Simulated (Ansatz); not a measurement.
# Zr3Si2F: from a guess to a relaxed structure, part 2 of 2

The task: take a trial cell of Zr3Si2F to zero force and stress.

Ansatz 0.2.0; DFT PBE, scalar-relativistic, plane waves, PAW.

**4. Spin check on a coarse mesh**

input.yaml

```yaml
crystal:
  lattice:
    - [2.9893957942, 1.7259284665, 3.3034348125]
    - [-2.9893957942, 1.7259284665, 3.3034348125]
    - [0.0, -3.451856933, 3.3034348125]
  atoms:
    - { symbol: Zr, position: [0.5, 0.0, 0.5], spin: 1.0 }
    - { symbol: Zr, position: [0.0, 0.5, 0.5], spin: 1.0 }
    - { symbol: Zr, position: [0.5, 0.5, 0.0], spin: 1.0 }
    - { symbol: Si, position: [0.1148076951, 0.1148076951, 0.1148076951] }
    - { symbol: Si, position: [0.8851923049, 0.8851923049, 0.8851923049] }
    - { symbol: F, position: [0.5, 0.5, 0.5] }
basis:
  ecutwfc: 420
kpoints:
  mp_grid: { grid: [6, 6, 6] }
hamiltonian:
  xc: pbe
scf:
  occupations: { method: gaussian, width: 0.1 }
  lower_state_search: "off"
output:
  forces: true
  stress: true
  eigenvalues: true
  populations: true
magnetization:
  spin_polarized: true
```

On the command line:

```sh
> ansatz run input.yaml --threads 1 --pin off --max-ram 2560MiB --backend cpu --events-out ev --progress --plain --runs-dir out
```

Output, cut to the lines that bear on the results:

```text
[...]
SCF converged after 13 iterations
Magnetization: -0.0000 μB (25.5000 up, 25.5000 down)
Absolute magnetization: 0.0000 μB (∫|ρ↑−ρ↓|, with the PAW one-centre terms)
Spin contamination: 0.0000 ħ² per cell (⟨S²⟩ above its minimum at these occupations)
Per-site moments (μB) at R_I (Å): [(-1.3778797845441087e-6, 0.9854347401700109), (-1.377879784458792e-6, 0.9854347401700109), (-1.377879784415378e-6, 0.9854347401700109), (1.2968794518060712e-6, 0.938667848422158), (1.2968794518051073e-6, 0.938667848422158), (-2.595208151096928e-7, [...]
Free energy (F): -14633.405348 eV
[...]
E sigma→0 (E₀):  -14633.401236 eV
Entropy (-TS):   -0.008225 eV (-1.371 meV/atom)
Fermi energy:    13.537566 eV
[...]
--- Forces (eV/Å), atoms counted from 1 ---
  atom   1  Zr     0.00000000     0.00000000    -0.00000000
  atom   2  Zr     0.00000000    -0.00000000    -0.00000000
  atom   3  Zr     0.00000000     0.00000000    -0.00000000
  atom   4  Si     0.00000000     0.00000000     0.00042193
  atom   5  Si    -0.00000000    -0.00000000    -0.00042193
  atom   6  F      0.00000000    -0.00000000     0.00000000
[...]
--- Stress (GPa, compression-positive) ---
        0.047555      -0.000000      -0.000000
       -0.000000       0.047555      -0.000000
       -0.000000      -0.000000       0.000774
  P = ⅓ Tr σ = 0.0320 GPa (0.320 kbar)
--- Band table (eV; the first three rows and the last of 64) ---
[...]
--- Löwdin populations: 6 sites ---
  site symbol       q [e]    m [muB]
     0     Zr     11.5896    -0.0000
     1     Zr     11.5896    -0.0000
     2     Zr     11.5896    -0.0000
     3     Si      4.3125     0.0000
     4     Si      4.3125     0.0000
     5      F      7.3502    -0.0000
  spilling = 0.005019 (of n_electrons = 51.000000)
```

Run time: 23 s. Hardware: 1 thread of Arm Neoverse V1, shared host; peak memory 0.46 GiB.

Site by site:

| atom | Löwdin electrons |
| --- | --- |
| Zr1 | 11.59 |
| Zr2 | 11.59 |
| Zr3 | 11.59 |
| Si4 | 4.31 |
| Si5 | 4.31 |
| F6 | 7.35 |

The Löwdin counts miss 0.26 of the 51 electrons, which the atomic orbitals do not span, so they are no charges.

The same cell is solved with trial moments on Zr. The largest site moment that stays is 0.00 μB and the cell's total 0.00 μB. The workflow keeps spin only above 0.25 μB on a site, so the next run goes without spin.

**5. Full relaxation**

The end of the coarse run is made exact in the group found at a tolerance of 0.06 Å and reduced to its primitive cell.

input.yaml

```yaml
crystal:
  lattice:
    - [2.9893957942, 1.7259284665, 3.3034348125]
    - [-2.9893957942, 1.7259284665, 3.3034348125]
    - [0.0, -3.451856933, 3.3034348125]
  atoms:
    - { symbol: Zr, position: [0.5, 0.0, 0.5] }
    - { symbol: Zr, position: [0.0, 0.5, 0.5] }
    - { symbol: Zr, position: [0.5, 0.5, 0.0] }
    - { symbol: Si, position: [0.1148076951, 0.1148076951, 0.1148076951] }
    - { symbol: Si, position: [0.8851923049, 0.8851923049, 0.8851923049] }
    - { symbol: F, position: [0.5, 0.5, 0.5] }
basis:
  ecutwfc: 420
kpoints:
  mp_grid: { grid: [12, 12, 12] }
hamiltonian:
  xc: pbe
scf:
  occupations: { method: gaussian, width: 0.1 }
output:
  forces: true
  stress: true
  eigenvalues: true
  write_density: true
  write_potential: true
  elf: true
  volumetric_format: npy
relax:
  adjacent_minimum: "off"
  f_tol: 0.01
  max_steps: 80
  cell: { stress_tol: 0.05 }
```

On the command line:

```sh
> ansatz run input.yaml --threads 1 --pin off --max-ram 2560MiB --backend cpu --events-out ev --progress --plain --runs-dir out
```

Output:

```text
Warning: RAYON_NUM_THREADS=1 ignored (pool sized by the plan → 1); use --threads N
Engine: ansatz 0.2.0, aarch64-unknown-linux-gnu
Pseudopotentials: kind: paw
Pseudopotential: Zr, paw, valence charge 12, recommended cutoff 420 eV (normal), Zr.paw.azcp
Pseudopotential: Si, paw, valence charge 4, recommended cutoff 420 eV (normal), Si.paw.azcp
Pseudopotential: F, paw, valence charge 7, recommended cutoff 420 eV (normal), F.paw.azcp
Functional definition: PBE
  parameter kappa = 0.804
  parameter beta = 0.06672455060314922
  exchange = pbe_x(kappa = kappa, mu = beta*pi^2/3)
  correlation = pbe_c(beta = beta)
Crystal: 6 atoms, lattice volume = 102.264 Å³
Basis set: ecut = 420 eV, 1985 PW (Γ), exchange–correlation on 64×64×64 points (8 copies of the dense FFT grid, shifted against one another)
Bands: 32, of which v1, the nominal top of the filled ones, is band 26 counted from 1 (25 counted from 0)
Symmetry: 12 space group operations
Space group: R-3m (ITA 166), of the structure as read, at distance tolerance 4.7e-5 Å
k-points: 189 of 1728
Non-local potential: Zr, projectors of the file, l = 0: 3, l = 1: 2, l = 2: 2, l = 3: 2
Non-local potential: Si, projectors of the file, l = 0: 2, l = 1: 2, l = 2: 2
Non-local potential: F, projectors of the file, l = 0: 2, l = 1: 2, l = 2: 1
PAW form: soft (Blöchl's): semilocal exchange-correlation on the pseudo side does not see the compensation charge
PAW one-centre angular grid: Zr, 590 points (default); XC on 64 Gauss nodes
PAW one-centre angular grid: Si, 110 points (default); XC on 64 Gauss nodes
PAW one-centre angular grid: F, 110 points (default); XC on 64 Gauss nodes
Initial density: superposition of atomic densities (neutral atoms: chi_scale 0, normalization atom), corrected by the library's trained network
Initial wavefunctions: pseudopotential atomic-orbital guess
Functional: x = pbe(κ = 0.804, μ = 0.2195149727645171), c = pbe(β = 0.06672455060314922)
SCF iter   1: F=—  HF=-14633.395392 eV  |F-HF|=—  |Δ(HF+E_count)|=         —  Δρ=6.11e-3  dr2=1.89e-2  ethr=1.77e-3  ⟨swp⟩=5.7  Hψ=25632  notcnv=0
preconditioner: auto → Kerker (q_TF=auto, 2.430 Å⁻¹)  [metal: Δε(μ)=0.007 eV  Ē_g=6.329 eV  σ=0.100 eV  W_gap=0.04  n_scr=20 (ndim 8)  ℏωp=18.4 eV  f_vac=0.000  D(μ)=2.48/eV (n_scr^D=14)]
SCF iter   2: F=—  HF=-14633.394523 eV  |F-HF|=—  |Δ(HF+E_count)|=   8.70e-4  Δρ=3.48e-3  dr2=5.39e-3  ethr=3.71e-5  ⟨swp⟩=2.0  Hψ=8185  notcnv=0  defer=1
SCF iter   3: F=—  HF=-14633.395414 eV  |F-HF|=—  |Δ(HF+E_count)|=   8.91e-4  Δρ=1.28e-3  dr2=1.13e-3  ethr=1.06e-5  ⟨swp⟩=2.6  Hψ=9086  notcnv=0  defer=1
SCF iter   4: F=—  HF=-14633.395316 eV  |F-HF|=—  |Δ(HF+E_count)|=   9.78e-5  Δρ=2.16e-4  dr2=3.98e-5  ethr=2.22e-6  ⟨swp⟩=2.0  Hψ=7362  notcnv=0  defer=1
SCF iter   5: F=—  HF=-14633.395296 eV  |F-HF|=—  |Δ(HF+E_count)|=   2.04e-5  Δρ=4.83e-5  dr2=2.13e-6  ethr=7.80e-8  ⟨swp⟩=2.0  Hψ=9102  notcnv=0  defer=1
SCF iter   6: F=—  HF=-14633.395296 eV  |F-HF|=—  |Δ(HF+E_count)|=   1.16e-7  Δρ=1.14e-5  dr2=1.32e-7  ethr=4.18e-9  ⟨swp⟩=2.1  Hψ=9065  notcnv=0  defer=1
SCF iter   7: F=-14633.395296 eV  HF=-14633.395296 eV  |F-HF|=5.02e-10  |Δ(HF+E_count)|=  3.09e-10  Δρ=2.11e-6  dr2=3.70e-9  ethr=1.96e-10  ⟨swp⟩=11.0  Hψ=36796  notcnv=0
SCF 1 converged in 7 iterations: F = -14633.395296 eV  dr2 = 3.70e-9
relax step   1: F+E_penalty+E_count = -14633.39529588 eV  Δ(F+E_penalty+E_count) = +0.000e0 eV  max|allowed force component| = 1.180e-2 eV/Å  Δτ_max = 0.0000 Å  P = +0.127 GPa  Ω = 102.264 Å³  (7 SCF iters, dr2 threshold 1.00e-7 eV, accepted)
Crystal: 6 atoms, lattice volume = 102.698 Å³
Basis set: ecut = 420 eV, 1991 PW (Γ), exchange–correlation on 64×64×64 points (8 copies of the dense FFT grid, shifted against one another)
Initial density: handed on by an earlier stage of this run
Initial wavefunctions: those handed on with the density
iter 1 solved again at ethr=2.37e-6 eV; its pass at ethr=3.10e-3 eV (dr2=1.21e-3 eV) is discarded
SCF iter   1: F=—  HF=-14633.394917 eV  |F-HF|=—  |Δ(HF+E_count)|=         —  Δρ=8.94e-4  dr2=1.29e-3  ethr=2.37e-6  ⟨swp⟩=2.9  Hψ=30159  notcnv=0
preconditioner: auto → Kerker (q_TF=auto, 2.428 Å⁻¹)  [metal: Δε(μ)=0.005 eV  Ē_g=6.293 eV  σ=0.100 eV  W_gap=0.03  n_scr=20 (ndim 8)  ℏωp=18.3 eV  f_vac=0.000  D(μ)=2.50/eV (n_scr^D=20)]
SCF iter   2: F=—  HF=-14633.394635 eV  |F-HF|=—  |Δ(HF+E_count)|=   2.82e-4  Δρ=4.74e-4  dr2=3.79e-4  ethr=2.37e-6  ⟨swp⟩=2.0  Hψ=6795  notcnv=0
SCF iter   3: F=—  HF=-14633.394520 eV  |F-HF|=—  |Δ(HF+E_count)|=   1.15e-4  Δρ=2.43e-4  dr2=1.05e-4  ethr=7.44e-7  ⟨swp⟩=2.7  Hψ=9817  notcnv=0
SCF iter   4: F=—  HF=-14633.394478 eV  |F-HF|=—  |Δ(HF+E_count)|=   4.28e-5  Δρ=6.18e-5  dr2=5.63e-6  ethr=2.07e-7  ⟨swp⟩=2.0  Hψ=8366  notcnv=0
SCF iter   5: F=—  HF=-14633.394477 eV  |F-HF|=—  |Δ(HF+E_count)|=   8.80e-7  Δρ=1.05e-5  dr2=1.52e-7  ethr=1.10e-8  ⟨swp⟩=2.0  Hψ=8168  notcnv=0
SCF iter   6: F=-14633.394477 eV  HF=-14633.394477 eV  |F-HF|=1.64e-9  |Δ(HF+E_count)|=   9.68e-9  Δρ=2.21e-6  dr2=5.18e-9  ethr=2.44e-10  ⟨swp⟩=7.6  Hψ=34710  notcnv=0
SCF 2 converged in 6 iterations: F = -14633.394477 eV  dr2 = 5.18e-9
relax step   2: F+E_penalty+E_count = -14633.39447668 eV  Δ(F+E_penalty+E_count) = +8.192e-4 eV  max|allowed force component| = 3.409e-3 eV/Å  Δτ_max = 0.0022 Å  P = -0.315 GPa  Ω = 102.698 Å³  energy of the carried Pulay correction = -3.903e-4 eV  (6 SCF iters, dr2 threshold 1.24e-7 eV, rejected (line search))
Crystal: 6 atoms, lattice volume = 102.403 Å³
iter 1 solved again at ethr=1.02e-6 eV; its pass at ethr=3.10e-3 eV (dr2=5.22e-4 eV) is discarded
SCF iter   1: F=—  HF=-14633.395552 eV  |F-HF|=—  |Δ(HF+E_count)|=         —  Δρ=5.84e-4  dr2=5.48e-4  ethr=1.02e-6  ⟨swp⟩=2.2  Hψ=29728  notcnv=0
preconditioner: auto → Kerker (q_TF=auto, 2.429 Å⁻¹)  [metal: Δε(μ)=0.008 eV  Ē_g=6.292 eV  σ=0.100 eV  W_gap=0.05  n_scr=20 (ndim 8)  ℏωp=18.3 eV  f_vac=0.000  D(μ)=2.48/eV (n_scr^D=14)]
SCF iter   2: F=—  HF=-14633.395432 eV  |F-HF|=—  |Δ(HF+E_count)|=   1.21e-4  Δρ=3.05e-4  dr2=1.57e-4  ethr=1.02e-6  ⟨swp⟩=2.0  Hψ=6881  notcnv=0
SCF iter   3: F=—  HF=-14633.395384 eV  |F-HF|=—  |Δ(HF+E_count)|=   4.73e-5  Δρ=1.52e-4  dr2=4.55e-5  ethr=3.08e-7  ⟨swp⟩=2.4  Hψ=8040  notcnv=0
SCF iter   4: F=—  HF=-14633.395351 eV  |F-HF|=—  |Δ(HF+E_count)|=   3.33e-5  Δρ=4.11e-5  dr2=2.52e-6  ethr=8.92e-8  ⟨swp⟩=2.0  Hψ=8387  notcnv=0
SCF iter   5: F=—  HF=-14633.395351 eV  |F-HF|=—  |Δ(HF+E_count)|=   2.50e-7  Δρ=8.34e-6  dr2=7.44e-8  ethr=4.94e-9  ⟨swp⟩=2.0  Hψ=8403  notcnv=0
SCF iter   6: F=—  HF=-14633.395351 eV  |F-HF|=—  |Δ(HF+E_count)|=   5.20e-9  Δρ=1.72e-6  dr2=2.38e-9  ethr=1.46e-10  ⟨swp⟩=2.0  Hψ=8824  notcnv=0
SCF iter   7: F=—  HF=-14633.395351 eV  |F-HF|=—  |Δ(HF+E_count)|=  2.42e-10  Δρ=2.64e-7  dr2=7.75e-11  ethr=4.67e-12  ⟨swp⟩=2.1  Hψ=10200  notcnv=0
SCF iter   8: F=-14633.395351 eV  HF=-14633.395351 eV  |F-HF|=3.64e-12  |Δ(HF+E_count)|=  5.46e-12  Δρ=6.58e-8  dr2=4.03e-12  ethr=1.00e-12  ⟨swp⟩=5.0  Hψ=24793  notcnv=0
SCF 3 converged in 8 iterations: F = -14633.395351 eV  dr2 = 4.03e-12
relax step   3: F+E_penalty+E_count = -14633.39535133 eV  Δ(F+E_penalty+E_count) = -5.545e-5 eV  max|allowed force component| = 3.265e-3 eV/Å  Δτ_max = 0.0010 Å  P = -0.013 GPa  Ω = 102.403 Å³  energy of the carried Pulay correction = -1.252e-4 eV  (8 SCF iters, accepted)
Initial wavefunctions: pseudopotential atomic-orbital guess (no wavefunctions were taken with the density)
iter 1 solved again at ethr=1.31e-7 eV; its pass at ethr=3.10e-3 eV (dr2=6.67e-5 eV) is discarded
SCF iter   1: F=—  HF=-14633.395498 eV  |F-HF|=—  |Δ(HF+E_count)|=         —  Δρ=8.60e-6  dr2=1.18e-8  ethr=1.31e-7  ⟨swp⟩=3.1  Hψ=44255  notcnv=0
eigensolver tolerance schedule: the retry pair's looser diagonalisation over-reported the residual by 5660.30 of it (diagonalisation noise at 0.31 of the residual, at the tolerance the schedule requests for it); recorded, not acted on — ethr = c·dr2/N_el stays at c = 1.0e-1
preconditioner: auto → Kerker (q_TF=auto, 2.429 Å⁻¹)  [metal: Δε(μ)=0.007 eV  Ē_g=6.296 eV  σ=0.100 eV  W_gap=0.04  n_scr=20 (ndim 8)  ℏωp=18.3 eV  f_vac=0.000  D(μ)=2.48/eV (n_scr^D=14)]
SCF iter   2: F=—  HF=-14633.395479 eV  |F-HF|=—  |Δ(HF+E_count)|=   1.93e-5  Δρ=4.39e-6  dr2=4.04e-9  ethr=2.31e-11  ⟨swp⟩=3.4  Hψ=13687  notcnv=0
SCF iter   3: F=—  HF=-14633.395479 eV  |F-HF|=—  |Δ(HF+E_count)|=   6.26e-9  Δρ=2.11e-6  dr2=7.54e-10  ethr=7.91e-12  ⟨swp⟩=2.0  Hψ=6673  notcnv=0
SCF iter   4: F=-14633.395479 eV  HF=-14633.395479 eV  |F-HF|=1.09e-11  |Δ(HF+E_count)|=   1.76e-9  Δρ=1.80e-7  dr2=2.09e-11  ethr=1.00e-12  ⟨swp⟩=5.4  Hψ=31674  notcnv=0
SCF 4 converged in 4 iterations: F = -14633.395479 eV  dr2 = 2.09e-11
relax step   4: F+E_penalty+E_count = -14633.39547903 eV  Δ(F+E_penalty+E_count) = -1.277e-4 eV  max|allowed force component| = 3.272e-3 eV/Å  Δτ_max = 0.0000 Å  P = -0.010 GPa  Ω = 102.403 Å³  stress off target by 2.31e-2 GPa  SCF on the basis re-selected at this cell (its energy is not comparable with the rows above)  (4 SCF iters)
basis re-selected at this cell: Δ(F+E_penalty+E_count) = -1.277e-4 eV, ΔP = +0.003 GPa vs the last step (what re-selecting the basis moved, of the pressure what is left beyond the Pulay correction that the steps carried, after the strain that the cell walked since its last selection, with what the two solves' SCF thresholds leave and, on support functions, any second-order correction that the steps lacked; it is no measure of the basis error at this ecutwfc). This SCF's stress stands 2.31e-2 GPa from its target on what of the cell is left free (relax.cell.stress_tol is 5.00e-2 GPa) and its largest allowed force component is 3.27e-3 eV/Å (relax.f_tol is 1.00e-2 eV/Å): within both
SCF converged after 4 iterations
Free energy (F): -14633.395479 eV
Harris-Foulkes:  -14633.395479 eV  (|F-HF|=1.09e-11)
Internal energy: -14633.383082 eV  (E = F + TS)
E sigma→0 (E₀):  -14633.389280 eV
Entropy (-TS):   -0.012397 eV (-2.066 meV/atom)
Fermi energy:    13.503852 eV
--- Per-component energies (eV) ---
  E_band       = -269.737564
  E_kinetic    = 1293.306054
  E_local      = -2850.100672  (includes V_loc(G=0)·N_el)
  E_nonlocal   = 366.789918
  E_hartree    = 1002.710219
  E_xc         = -677.811214
  E_vxc        = -772.431368  (∫ρ·V_xc dr)
  E_paw        = -10088.759611  (= ΣΔE_a)
  E_vpaw       = -312.724220  (= ΣTr[D̂ρ^β])
  E_aug_tail   = 0.002170  (compensation charges beyond the density's cutoff)
  E_ewald      = -3679.519946
  E_smearing   = -0.012397  (= −TS)
  E_closure    = 0.000000  (closes the sum)
  Σ components = -14633.395479   (vs F -14633.395479, Δ=0.00e0)
--- Forces (eV/Å), atoms counted from 1 ---
  atom   1  Zr    -0.00000000     0.00000000    -0.00000000
  atom   2  Zr     0.00000000    -0.00000000    -0.00000000
  atom   3  Zr     0.00000000     0.00000000     0.00000000
  atom   4  Si    -0.00000000     0.00000000     0.00327210
  atom   5  Si     0.00000000    -0.00000000    -0.00327210
  atom   6  F     -0.00000000     0.00000000     0.00000000
  max |Σ_I F_I| component: 9.25e-18 eV/Å
--- Stress (GPa, compression-positive) ---
       -0.003890       0.000000      -0.000000
        0.000000      -0.003890      -0.000000
        0.000000      -0.000000      -0.023089
  P = ⅓ Tr σ = -0.0103 GPa (-0.103 kbar)
--- Band table (eV; the first three rows and the last of 189) ---
  k-point 0: bands = ["-35.7012", "-35.5280", "-35.5280", "-14.4822", "-13.9976", "-13.9976", "-13.9319", "-13.7686", "-13.7169", "-13.7169", "-13.3180", "-13.1474", "-13.1474", "3.1244", "4.6472", "4.8512", "4.8512", "8.8253", "8.8323", "9.7405", "9.7405", "11.1933", "11.6008", "11.6008", "12.0970", "12.0970", "13.4665", "15.0734", "15.6849", "15.6849", "16.4778", "16.4778"]
  k-point 1: bands = ["-35.6986", "-35.5307", "-35.5280", "-14.4912", "-14.1077", "-13.9887", "-13.8818", "-13.7544", "-13.7161", "-13.6516", "-13.3254", "-13.1523", "-13.1515", "3.1621", "4.6163", "4.8283", "4.8455", "8.3769", "9.0724", "9.7976", "10.0041", "11.2057", "11.4794", "11.5133", "12.1244", "12.2263", "13.6150", "15.1683", "15.5341", "15.7597", "16.2401", "16.4430"]
  k-point 2: bands = ["-35.6910", "-35.5383", "-35.5280", "-14.5324", "-14.2114", "-13.9632", "-13.8555", "-13.7507", "-13.7129", "-13.5212", "-13.3487", "-13.1613", "-13.1526", "3.2686", "4.5138", "4.7907", "4.8301", "7.8535", "9.2455", "9.9629", "10.3603", "11.1819", "11.3549", "11.4358", "12.2755", "12.5149", "13.8725", "15.1295", "15.3569", "15.9605", "16.1176", "16.2386"]
  k-point 188: bands = ["-35.6827", "-35.5356", "-35.5356", "-15.6237", "-14.0474", "-13.9392", "-13.9392", "-13.6813", "-13.6813", "-13.2894", "-13.1332", "-13.1332", "-12.3727", "3.3654", "4.0395", "4.0395", "4.2239", "6.8811", "8.6951", "10.4117", "10.4117", "11.6620", "11.6620", "12.8274", "12.8274", "13.1948", "14.8771", "14.8771", "15.1579", "15.3631", "16.1054", "16.1054"]
--- Relaxed structure (3 steps of the walk, 2 accepted, 1 SCFs on fresh bases) ---
  F+E_penalty+E_count = -14633.39547903 eV   max|allowed force component| = 3.272e-3 eV/Å   (the final SCF, on the basis selected at the relaxed cell)
  cell:  # Å, volume = 102.4033 Å³
    - [2.9925979318826217, 1.7277772215487488, 3.300854617279523]
    - [-2.9925979318826217, 1.7277772215487488, 3.300854617279523]
    - [1.2789974845423046e-34, -3.455554443097498, 3.300854617279523]
  atoms:
    - { symbol: Zr, position: [0.49999999999999994, 0.0, 0.4999999999999999] }
    - { symbol: Zr, position: [0.0, 0.49999999999999994, 0.4999999999999999] }
    - { symbol: Zr, position: [0.4999999999999999, 0.4999999999999999, 5.551115123125783e-17] }
    - { symbol: Si, position: [0.11491134620294446, 0.11491134620294446, 0.11491134620294446] }
    - { symbol: Si, position: [0.8850886537970555, 0.8850886537970555, 0.8850886537970554] }
    - { symbol: F, position: [0.5, 0.5, 0.49999999999999994] }
```

It took 2.6 min on 1 thread of Arm Neoverse V1, shared host; peak memory 0.71 GiB.

Relaxation path:

| step | E - E(step 1) (eV/cell) | largest force component (eV/Å) | pressure (GPa) | volume (Å³) |
| --- | --- | --- | --- | --- |
| 1 | 0.0000 | 0.0118 | 0.13 | 102.26 |
| 2 | 0.0008 | 0.0034 | -0.32 | 102.70 |
| 3 | -0.0001 | 0.0033 | -0.01 | 102.40 |
| 4 | -0.0002 | 0.0033 | -0.01 | 102.40 |

Step 1 is the start. Step 4 repeats the geometry before it on a plane-wave basis chosen anew for that cell, so its energy need not be comparable with the rows above. Step 2 was tried and not accepted.

Lengths and angles in the start's conventional setting:

|  | before | after | change |
| --- | --- | --- | --- |
| a (Å) | 5.979 | 5.985 | +0.1 % |
| b (Å) | 5.979 | 5.985 | +0.1 % |
| c (Å) | 9.910 | 9.903 | -0.1 % |
| volume (Å³/atom) | 17.04 | 17.07 | +0.1 % |
| shortest distance (Å) | 2.276 | 2.276 | 0.0 % |
| space group (0.01 Å) | R-3m | R-3m | same |

The run keeps the 12 symmetry operations of the start, so it could not have lowered the symmetry.

The maps below are laid out on this run's own conventional cell (a, b, c = 5.985, 5.985, 9.903 Å).

Density in a lattice plane of the grid's cell (edges 5.99 and 9.90 Å, at 0.000 of the third edge), which holds Zr and Si and F.

Ten even steps from ' ' (0.07 e/Å³) to '@' (14.04 e/Å³):
```
            ..::..          
                            
                            
                            
                            
                            
                            
                            
::..                      ..
@@--                      --
::..                      ..
                            
                            
                            
                            
                            
                            
                            
            ..::..          
            ::..::          
```
Columns run along the first of these edges and rows up along the second, over one cell in 14 and 20 even steps from the bottom left corner. Atoms in the plane (fractional): Zr at (0.50, 0.00), Si at (1.00, 0.11), Si at (1.00, 0.89), F at (1.00, 0.50).

ELF in the same plane.

Ten even steps from '0' (0.00) to '9' (0.82):
```
67851499941587
43873135313783
56974222224796
99842345432489
86211135311126
53364124214633
22376113116732
31022123212201
99301233321039
49612333332169
99301233321039
31022123212201
22376113116732
53364124214633
86211135311126
99842345432489
56974222224796
43873135313783
67851499941587
99741670761479
```
Columns run along the first of these edges and rows up along the second, over one cell in 14 and 20 even steps from the bottom left corner. Atoms in the plane (fractional): Zr at (0.50, 0.00), Si at (1.00, 0.11), Si at (1.00, 0.89), F at (1.00, 0.50).

Both are smooth fields of the valence electrons: close to the nuclei they are not physical.

Outside the cores ELF peaks at 0.83 beside Si, off the lines to its neighbours, 1.0 Å from Si; 0.82 in the shell around F, 0.6 Å from F; 0.81 on the Si–Si line, 1.1 Å from Si.

**6. Summary of results**

This closing draws on all 2 parts. Changes of volume or cell count from the first structure of part 1.

| quantity | value |
| --- | --- |
| symmetry at the end (tolerance 0.05 Å) | space group R-3m (No. 166) |
| conventional cell | a = 5.985 Å, b = 5.985 Å, c = 9.903 Å, α = 90.00°, β = 90.00°, γ = 120.00° |
| volume | 17.07 Å³/atom |
| energy over the elements (uncorrected; H, N, O, F and Cl as molecules) | -0.78 eV/atom |
| gap on the mesh | none (metal) |

In words: The space group R-3m (No. 166) is kept, and the volume per atom grows by 9.2 % from the first guess. A negative formation energy is needed for stability but isn't enough; other structures and compounds were not set against it here. No finished test with a distortion of lower symmetry is shown, so the end may be a saddle point. A spin-polarised run here lost its starting moments, which speaks against magnetism, though one start doesn't rule it out. Other magnetic orders were not searched.
